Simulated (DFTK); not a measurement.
# Bi in DFTK: a series of runs

Aim: see how the results for Bi move with the level of theory and the settings. Levels: LDA, PBE, PBEsol, RPBE. Tasks: single point.

Program: DFTK 0.8.2. These are calculated values, not measurements. Logs are shortened: lines on timing, memory, paths and dates and some standing lists are left out, and cuts for length are marked.

## (1) The structure

The cell holds a sheet with vacuum, 1 atom: a = 3.301 Å, b = 3.301 Å, c = 23.800 Å, α = 90.00°, β = 90.00°, γ = 120.00°.

The cell was built by a generator and needn't be a form met in nature.

## (2) Single point, LDA

File run.jl:

```julia
using DFTK
using PseudoPotentialData
using Unitful, UnitfulAtomic
using LinearAlgebra, Printf
include("save.jl")
disable_threading()

# lattice vectors are the columns
lattice = austrip(1u"Å") * [       3.30138       -1.65069            0.0;
                      0.0        2.85908            0.0;
                      0.0            0.0           23.8]
symbols   = [:Bi]
positions = [[0.0, 0.0, 0.29412]]
pseudopotentials = Dict(:Bi => "Bi.upf")
elements = Dict(s => ElementPsp(s, pseudopotentials; rcut=10.0) for s in unique(symbols))
atoms    = [elements[s] for s in symbols]

build_model(lattice, positions; symmetries=true) =
    model_DFT(lattice, atoms, positions;
              functionals=LDA(),
              temperature=austrip(0.05u"eV"),
              smearing=Smearing.FermiDirac(),
              symmetries)
Ecut  = 45.0  # hartree
kgrid = [9, 9, 1]
tol   = 1e-6
to_GPa = ustrip(uconvert(u"GPa", 1u"hartree/bohr^3"))

model = build_model(lattice, positions)
basis = PlaneWaveBasis(model; Ecut, kgrid)
display(basis)
scfres = self_consistent_field(basis;
                               tol,
                               nbandsalg=AdaptiveBands(model; n_bands_converge=12))
display(scfres.energies)
@printf "Fermi level: %.6f eV\n" ustrip(auconvert(u"eV", something(scfres.εF, NaN)))
forces = compute_forces_cart(scfres)
println("Forces (eV/Å)")
for (s, f) in zip(symbols, forces)
    @printf "%-3s %12.6f %12.6f %12.6f\n" s ustrip.(auconvert.(u"eV/Å", f))...
end
stress = compute_stresses_cart(scfres)
println("Stress (GPa)")
display(round.(stress * to_GPa; digits=4))
println("Levels at the first k-point (eV): ", round.(ustrip.(auconvert.(u"eV", scfres.eigenvalues[1][1:scfres.n_bands_converge])); digits=4))
save_scf!(scfres; forces, stress)
```

Potentials or basis: SG15 1.2 (PBE).

Run with:

```bash
> julia --threads=1 run.jl  # save.jl only writes the numbers to a file and isn't shown; printed stress counts tension as positive; times include loading and compiling
```

Standard output:

```text
PlaneWaveBasis discretization:

    Ecut                 : 45.0 Ha
    fft_size             : (40, 40, 288), 460800 total points
    kgrid                : MonkhorstPack([9, 9, 1])
    num.   red. kpoints  : 81
    num. irred. kpoints  : 12

    Discretized Model(lda_x+lda_c_pw, 3D):
        lattice (in Bohr)    : [6.2387    , -3.11935  , 0         ]
                               [0         , 5.40288   , 0         ]
                               [0         , 0         , 44.9755   ]
        unit cell volume     : 1516 Bohr³

        atoms                : Bi
        atom potentials      : ElementPsp(:Bi, "Bi.upf")

        num. electrons       : 15
        spin polarization    : none
        temperature          : 0.0018375 Ha
        smearing             : DFTK.Smearing.FermiDirac()

        terms                : Kinetic()
                               AtomicLocal()
                               AtomicNonlocal()
                               Ewald(nothing)
                               PspCorrection()
                               Hartree()
                               Xc(lda_x, lda_c_pw)
                               Entropy()
n     Energy            log10(ΔE)   log10(Δρ)   Diag   Δtime
---   ---------------   ---------   ---------   ----   ------
  1   -67.81019933554                   -1.37    4.1    12.0s
  2   -67.81250725480       -2.64       -1.88    1.0    6.56s
  3   -67.81278606236       -3.55       -2.21    2.9    10.1s
  4   -67.81278704570       -6.01       -2.62    2.1    7.18s
  5   -67.81279094624       -5.41       -3.12    2.1    7.12s
  6   -67.81279167856       -6.14       -3.29    3.5    9.11s
  7   -67.81279181271       -6.87       -3.94    3.0    7.63s
  8   -67.81279182384       -7.95       -4.60    4.2    9.65s
  9   -67.81279182427       -9.37       -4.94    3.4    8.04s
 10   -67.81279182443       -9.78       -5.41    5.1    10.2s
 11   -67.81279182444      -11.36       -6.13    6.5    10.1s
Energy breakdown (in Ha):
    Kinetic             32.1381463
    AtomicLocal         -291.6067138
    AtomicNonlocal      -23.5114124
    Ewald               81.2156075
    PspCorrection       0.7152577
    Hartree             140.9293152
    Xc                  -7.6925448
    Entropy             -0.0004474

    total               -67.812791824436
Fermi level: -3.658772 eV
Forces (eV/Å)
Bi     -0.000000     0.000000    -0.000033
Stress (GPa)
3×3 StaticArraysCore.SMatrix{3, 3, Float64, 9} with indices SOneTo(3)×SOneTo(3):
 0.5415   0.0      0.0
 0.0      0.5415  -0.0
 0.0     -0.0      0.0025
Levels at the first k-point (eV): [-26.1161, -26.0692, -26.0692, -25.9217, -25.9217, -16.2551, -6.2867, -0.5219, 0.7342, 1.1217, 1.7886, 1.9414]
```

Run time: 3.7 min. Hardware: 1 thread of Intel Xeon 6975P-C (Granite Rapids), shared host; peak memory 2.4 GiB.

Results:

```
Free energy            : -1845.2801 eV
Band gap on the k mesh : none (metal or under the smearing width)
```

Stress tensor (GPa, compression positive):
```
-0.54  0.00  0.00
 0.00 -0.54  0.00
 0.00  0.00  0.00
```

Levels at points of the mesh, in eV from the Fermi level:
```tsv
k point	band 3	band 4	band 5	band 6	band 7	band 8	band 9	band 10	band 11	band 12
(0.00, 0.00, 0.00)	-22.41	-22.26	-22.26	-12.60	-2.63	3.14	4.39	4.78	5.45	5.60
```

Caveat: there is no dipole correction across the vacuum; the potentials were made for another functional, which shifts forces and pressure; spin-orbit coupling is left out, which moves the levels of the heavy elements.

## (3) Single point, PBE

run.jl: that of step 2 with these lines changed.

```diff
@@ -19,3 +19,3 @@
     model_DFT(lattice, atoms, positions;
-              functionals=LDA(),
+              functionals=PBE(),
               temperature=austrip(0.05u"eV"),
```

Potentials or basis: SG15 1.2 (PBE).

Run with:

```bash
> julia --threads=1 run.jl  # save.jl only writes the numbers to a file and isn't shown; printed stress counts tension as positive; times include loading and compiling
```

Standard output:

```text
PlaneWaveBasis discretization:

    Ecut                 : 45.0 Ha
    fft_size             : (40, 40, 288), 460800 total points
    kgrid                : MonkhorstPack([9, 9, 1])
    num.   red. kpoints  : 81
    num. irred. kpoints  : 12

    Discretized Model(gga_x_pbe+gga_c_pbe, 3D):
        lattice (in Bohr)    : [6.2387    , -3.11935  , 0         ]
                               [0         , 5.40288   , 0         ]
                               [0         , 0         , 44.9755   ]
        unit cell volume     : 1516 Bohr³

        atoms                : Bi
        atom potentials      : ElementPsp(:Bi, "Bi.upf")

        num. electrons       : 15
        spin polarization    : none
        temperature          : 0.0018375 Ha
        smearing             : DFTK.Smearing.FermiDirac()

        terms                : Kinetic()
                               AtomicLocal()
                               AtomicNonlocal()
                               Ewald(nothing)
                               PspCorrection()
                               Hartree()
                               Xc(gga_x_pbe, gga_c_pbe)
                               Entropy()
n     Energy            log10(ΔE)   log10(Δρ)   Diag   Δtime
---   ---------------   ---------   ---------   ----   ------
  1   -67.93236964521                   -1.53    3.9    12.7s
  2   -67.93375048337       -2.86       -1.96    1.0    7.25s
  3   -67.93393676948       -3.73       -2.25    3.3    10.4s
  4   -67.93393656035   +   -6.68       -2.59    2.6    7.39s
  5   -67.93394078980       -5.37       -3.31    1.8    7.05s
  6   -67.93394123847       -6.35       -3.63    4.2    10.6s
  7   -67.93394125727       -7.73       -3.95    4.8    8.93s
  8   -67.93394126495       -8.12       -4.61    4.7    10.6s
  9   -67.93394126515       -9.68       -5.01    4.5    8.54s
 10   -67.93394126524      -10.08       -6.21    5.6    11.4s
Energy breakdown (in Ha):
    Kinetic             32.2757156
    AtomicLocal         -291.7114440
    AtomicNonlocal      -23.6175151
    Ewald               81.2156075
    PspCorrection       0.7152577
    Hartree             141.0201410
    Xc                  -7.8312581
    Entropy             -0.0004459

    total               -67.933941265237
Fermi level: -3.367560 eV
Forces (eV/Å)
Bi     -0.000000     0.000000    -0.000189
Stress (GPa)
3×3 StaticArraysCore.SMatrix{3, 3, Float64, 9} with indices SOneTo(3)×SOneTo(3):
 -0.1132   0.0      0.0
  0.0     -0.1132  -0.0
  0.0      0.0      0.0001
Levels at the first k-point (eV): [-26.234, -26.1851, -26.1851, -26.0491, -26.0491, -15.9707, -5.9989, -0.3339, 0.748, 1.1279, 1.822, 1.9522]
```

Wall time 3.7 min (1 thread of Intel Xeon 6975P-C (Granite Rapids), shared host); peak memory 2.4 GiB.

What came out:

```
Free energy            : -1848.5767 eV
Band gap on the k mesh : none (metal or under the smearing width)
```

Caveat: there is no dipole correction across the vacuum; spin-orbit coupling is left out, which moves the levels of the heavy elements.

## (4) Single point, PBEsol

run.jl: that of step 3 with these lines changed.

```diff
@@ -19,3 +19,3 @@
     model_DFT(lattice, atoms, positions;
-              functionals=PBE(),
+              functionals=PBEsol(),
               temperature=austrip(0.05u"eV"),
```

Run with:

```bash
> julia --threads=1 run.jl  # save.jl only writes the numbers to a file and isn't shown; printed stress counts tension as positive; times include loading and compiling
```

It took 3.8 min on 1 thread of Intel Xeon 6975P-C (Granite Rapids), shared host; peak memory 2.3 GiB.

The run converged. Its results:

```yaml
Free_energy: -1845.9430 eV
Band_gap_on_the_k_mesh: none (metal or under the smearing width)
```

Stress tensor (GPa, compression positive):
```
-0.31  0.00  0.00
 0.00 -0.31  0.00
 0.00  0.00  0.00
```

Levels at points of the mesh, in eV from the Fermi level:
| k point | band 5 | band 6 | band 7 | band 8 | band 9 | band 10 |
| --- | --- | --- | --- | --- | --- | --- |
| (0.00, 0.00, 0.00) | -22.46 | -12.59 | -2.64 | 3.15 | 4.27 | 4.59 |

Caveat: there is no dipole correction across the vacuum; the potentials were made for another functional, which shifts forces and pressure; spin-orbit coupling is left out, which moves the levels of the heavy elements.

## (5) Single point, RPBE

run.jl: that of step 4 with these lines changed.

```diff
@@ -19,3 +19,3 @@
     model_DFT(lattice, atoms, positions;
-              functionals=PBEsol(),
+              functionals=[:gga_x_rpbe, :gga_c_pbe],
               temperature=austrip(0.05u"eV"),
```

Potentials or basis: SG15 1.2 (PBE).

Run with:

```bash
> julia --threads=1 run.jl  # save.jl only writes the numbers to a file and isn't shown; printed stress counts tension as positive; times include loading and compiling
```

Standard output:

```text
PlaneWaveBasis discretization:

    Ecut                 : 45.0 Ha
    fft_size             : (40, 40, 288), 460800 total points
    kgrid                : MonkhorstPack([9, 9, 1])
    num.   red. kpoints  : 81
    num. irred. kpoints  : 12

    Discretized Model(gga_x_rpbe+gga_c_pbe, 3D):
        lattice (in Bohr)    : [6.2387    , -3.11935  , 0         ]
                               [0         , 5.40288   , 0         ]
                               [0         , 0         , 44.9755   ]
        unit cell volume     : 1516 Bohr³

        atoms                : Bi
        atom potentials      : ElementPsp(:Bi, "Bi.upf")

        num. electrons       : 15
        spin polarization    : none
        temperature          : 0.0018375 Ha
        smearing             : DFTK.Smearing.FermiDirac()

        terms                : Kinetic()
                               AtomicLocal()
                               AtomicNonlocal()
                               Ewald(nothing)
                               PspCorrection()
                               Hartree()
                               Xc(gga_x_rpbe, gga_c_pbe)
                               Entropy()
n     Energy            log10(ΔE)   log10(Δρ)   Diag   Δtime
---   ---------------   ---------   ---------   ----   ------
  1   -67.96182791118                   -1.58    4.0    13.1s
  2   -67.96303451398       -2.92       -1.98    1.1    6.75s
  3   -67.96320626488       -3.77       -2.26    3.3    9.42s
  4   -67.96320615051   +   -6.94       -2.58    2.8    8.96s
  5   -67.96321041618       -5.37       -3.32    2.2    7.66s
  6   -67.96321083929       -6.37       -3.67    4.2    10.4s
  7   -67.96321085284       -7.87       -3.94    4.8    9.89s
  8   -67.96321086047       -8.12       -4.67    4.7    10.3s
  9   -67.96321086066       -9.70       -5.00    5.8    10.8s
 10   -67.96321086075      -10.05       -6.27    6.2    12.0s
Energy breakdown (in Ha):
    Kinetic             32.3081241
    AtomicLocal         -291.7489716
    AtomicNonlocal      -23.6406286
    Ewald               81.2156075
    PspCorrection       0.7152577
    Hartree             141.0538128
    Xc                  -7.8659664
    Entropy             -0.0004463

    total               -67.963210860755
Fermi level: -3.242182 eV
Forces (eV/Å)
Bi     -0.000000     0.000000    -0.000816
Stress (GPa)
3×3 StaticArraysCore.SMatrix{3, 3, Float64, 9} with indices SOneTo(3)×SOneTo(3):
 -0.3619   0.0     0.0
  0.0     -0.3619  0.0
  0.0     -0.0     0.0003
Levels at the first k-point (eV): [-26.2273, -26.1769, -26.1769, -26.045, -26.045, -15.8536, -5.8709, -0.298, 0.6776, 1.1307, 1.8074, 1.9638]
```

Run time: 3.7 min. Hardware: 1 thread of Intel Xeon 6975P-C (Granite Rapids), shared host; peak memory 2.5 GiB.

Results:

```
Free energy            : -1849.3732 eV
Band gap on the k mesh : none (metal or under the smearing width)
```

Stress tensor (GPa, compression positive):
```
0.36 0.00 0.00
0.00 0.36 0.00
0.00 0.00 0.00
```

Caveat: there is no dipole correction across the vacuum; the potentials were made for another functional, which shifts forces and pressure; spin-orbit coupling is left out, which moves the levels of the heavy elements.

## (6) For comparison

An earlier run on the cell as given: functional PBE; potentials or basis dojo.nc.sr.pbe.v0_4_1.standard.upf (PBE); cutoff 1007 eV; k mesh 9 × 9 × 1; occupations fermi-dirac, width 0.05 eV; no spin polarisation.

* Band gap on the k mesh: none (metal or under the smearing width)

## (7) Summary

```csv
level,potentials or basis,cutoff (eV),gap on the mesh (eV)
LDA,SG15 1.2 (PBE),1225,none
PBE,SG15 1.2 (PBE),1225,none
PBEsol,SG15 1.2 (PBE),1225,none
RPBE,SG15 1.2 (PBE),1225,none
PBE,dojo.nc.sr.pbe.v0_4_1.standard.upf (PBE),1007,none
```

Alike in all rows: task single point; no spin polarisation; cell as given; k mesh 9 × 9 × 1; smearing fermi-dirac 0.05 eV.

Caveats: there is no dipole correction across the vacuum; spin-orbit coupling is left out, which moves the levels of the heavy elements; the potentials were made for another functional, which shifts forces and pressure (some runs).

Total energies depend on the potentials used, so only differences within one code and one set of settings carry meaning.
